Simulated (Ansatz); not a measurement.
# C₂H₇ClOSi: a ladder of functionals and wavefunction methods

One table from this session's results is given with a row withheld; the runs are named, their logs left out.

Program: Ansatz 0.2.0, Gaussian basis. Level of theory: functionals in def2-TZVPP, the program's frozen cores in correlated methods. These are calculated values, not measurements.

Plan: PBE-D4, r2SCAN-D4, PBE0-D4, B3LYP-D4, ωB97X-V, ωB97M-V, B2PLYP; CCSD(T)/def2-TZVPP; MP2/def2-QZVPP; extrapolation to the limit.

### Structure used throughout

All runs share one geometry, relaxed beforehand with PBE0-D4 in a triple-zeta def2 set.

12 atoms, charge 0, spin multiplicity 1.

Atoms are counted from 1 here; the program's logs count them from 0.

Bond lengths: O1–C2 1.416 Å, O1–H6 0.963 Å, C2–Si3 1.890 Å, C2–H7 1.102 Å, C2–H8 1.095 Å, Si3–C4 1.890 Å, Si3–H9 1.491 Å, Si3–H10 1.484 Å, C4–Cl5 1.795 Å, C4–H11 1.091 Å, C4–H12 1.090 Å. Angles: C2–O1–H6 108.4°, O1–C2–Si3 114.4°, O1–C2–H7 111.7°, O1–C2–H8 106.6°, Si3–C2–H7 109.6°, Si3–C2–H8 108.2°, H7–C2–H8 105.8°, C2–Si3–C4 110.4°, C2–Si3–H9 110.1°, C2–Si3–H10 110.9°, C4–Si3–H9 106.7°, C4–Si3–H10 108.6°, H9–Si3–H10 110.1°, Si3–C4–Cl5 110.4°, Si3–C4–H11 111.7°, Si3–C4–H12 112.5°, Cl5–C4–H11 106.8°, Cl5–C4–H12 106.9° and more.

The first run:

Contents of in.yaml:

```yaml
crystal:
  periodic: [false, false, false]
  atoms:
    - {symbol: O, position_ang: [-0.970673, 1.273579, 1.459329]}
    - {symbol: C, position_ang: [-0.431887, -0.035609, 1.419974]}
    - {symbol: Si, position_ang: [0.897776, -0.293056, 0.102008]}
    - {symbol: C, position_ang: [0.120212, -0.317146, -1.620436]}
    - {symbol: Cl, position_ang: [-0.870893, 1.156284, -1.880389]}
    - {symbol: H, position_ang: [-1.255878, 1.511349, 0.571281]}
    - {symbol: H, position_ang: [-1.219191, -0.797488, 1.305622]}
    - {symbol: H, position_ang: [0.019703, -0.218176, 2.400133]}
    - {symbol: H, position_ang: [1.557999, -1.616646, 0.292464]}
    - {symbol: H, position_ang: [1.908195, 0.793417, 0.149469]}
    - {symbol: H, position_ang: [-0.545423, -1.171224, -1.751084]}
    - {symbol: H, position_ang: [0.866960, -0.340284, -2.414271]}
basis:
  gaussian: {orbitals: def2-TZVPP}
hamiltonian: {xc: pbe, dispersion: d4}
output: {forces: true, orbitals: {seedname: orbitals}}
```

On the command line:

```sh
ansatz run in.yaml --threads 4 --pin off --events-out ev --progress --plain --max-ram 10444MiB
```

Among the steps run: PBE-D4 (GGA); r2SCAN-D4 (meta-GGA); PBE0-D4 (hybrid); B3LYP-D4 (hybrid); ωB97X-V (range-separated); ωB97M-V (range-separated); B2PLYP (double hybrid); CCSD(T) in def2-TZVPP; MP2 in def2-QZVPP.

One of the session's tables, all rows but one given; the rest of the session is left out.

| method | atomisation energy (eV) |
| --- | --- |
| PBE-D4 | 43.994 |
| r2SCAN-D4 | 43.385 |
| PBE0-D4 | 43.317 |
| B3LYP-D4 | 43.206 |
| ωB97X-V | 43.469 |
| ωB97M-V | 43.468 |
| B2PLYP | 42.711 |
| HF/def2-TZVPP | 31.414 |
| MP2/def2-TZVPP | 42.747 |
| CCSD/def2-TZVPP | 41.578 |
| CCSD(T)/def2-TZVPP | 42.199 |
| MP2/CBS | 43.917 |
| CCSD(T)/CBS | ? |

Q: Estimate the row for CCSD(T)/CBS from the others.

As computed: atomisation energy (eV): 43.369. In the column «atomisation energy (eV)» it lies between PBE0-D4 (43.317) and r2SCAN-D4 (43.385).
